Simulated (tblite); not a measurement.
# C5H17NSi2: the cost of one run

Computed with tblite 0.8.0 and PySCF 2.14.0, with density-fitted response routines of our own, on a single molecule in the gas phase. Atoms are numbered from 0 throughout.

## 1. The starting structure

25 atoms, charge 0, multiplicity 1; geometry from: force field or distance geometry start.

Bonds of the start (Å): C0–C1 1.54, C1–N2 1.48, N2–C3 1.46, N2–C4 1.49, C4–C5 1.54, C5–Si6 1.89, C5–Si7 1.87, C0–H8 1.09, C0–H9 1.08, C0–H10 1.10, C1–H11 1.09, C1–H12 1.09, C3–H13 1.09, C3–H14 1.09, C3–H15 1.10, C4–H16 1.10, C4–H17 1.10, C5–H18 1.10, Si6–H19 1.49, Si6–H20 1.48, Si6–H21 1.48, Si7–H22 1.49, Si7–H23 1.49, Si7–H24 1.49.

## 2. Geometry optimisation with GFN2-xTB

The job: settings as JSON, then the geometry in Å.

```
{"job": {"kind": "relax", "xc": "GFN2-xTB", "basis": "xTB"}, "charge": 0, "multiplicity": 1}
C      3.117400    -1.095700    -0.646000
C      1.837800    -0.343800    -1.067400
N      0.944800    -0.068000     0.075800
C      1.539900     0.903100     0.995100
C     -0.362400     0.426000    -0.431900
C     -1.502300     0.380000     0.600700
Si    -3.109000     1.122700    -0.052400
Si    -2.030400    -1.324200     1.154100
H      3.786800    -0.466100    -0.055100
H      3.654700    -1.413200    -1.532300
H      2.865500    -1.990000    -0.064000
H      2.106600     0.570200    -1.588000
H      1.320500    -0.993100    -1.768400
H      0.889500     1.096600     1.853300
H      1.769500     1.858200     0.518800
H      2.459100     0.498400     1.452800
H     -0.660600    -0.181200    -1.299400
H     -0.238700     1.443800    -0.827000
H     -1.228200     0.970100     1.493300
H     -4.152700     1.173300     1.008600
H     -2.848600     2.521700    -0.476900
H     -3.604800     0.376500    -1.232900
H     -0.939200    -2.024700     1.882100
H     -3.180700    -1.261400     2.103700
H     -2.445500    -2.155100    -0.009600
```

Run with:

```
> OMP_NUM_THREADS=1 python probes_run.py task.json out
```

The driver reads the jobs from task.json and runs them one after another.

**Question.** How long does this first job take on 1 thread of Intel Xeon at 2.50GHz, shared host, and how much memory does it need?

About 5 s, with a peak of 0.19 GiB.
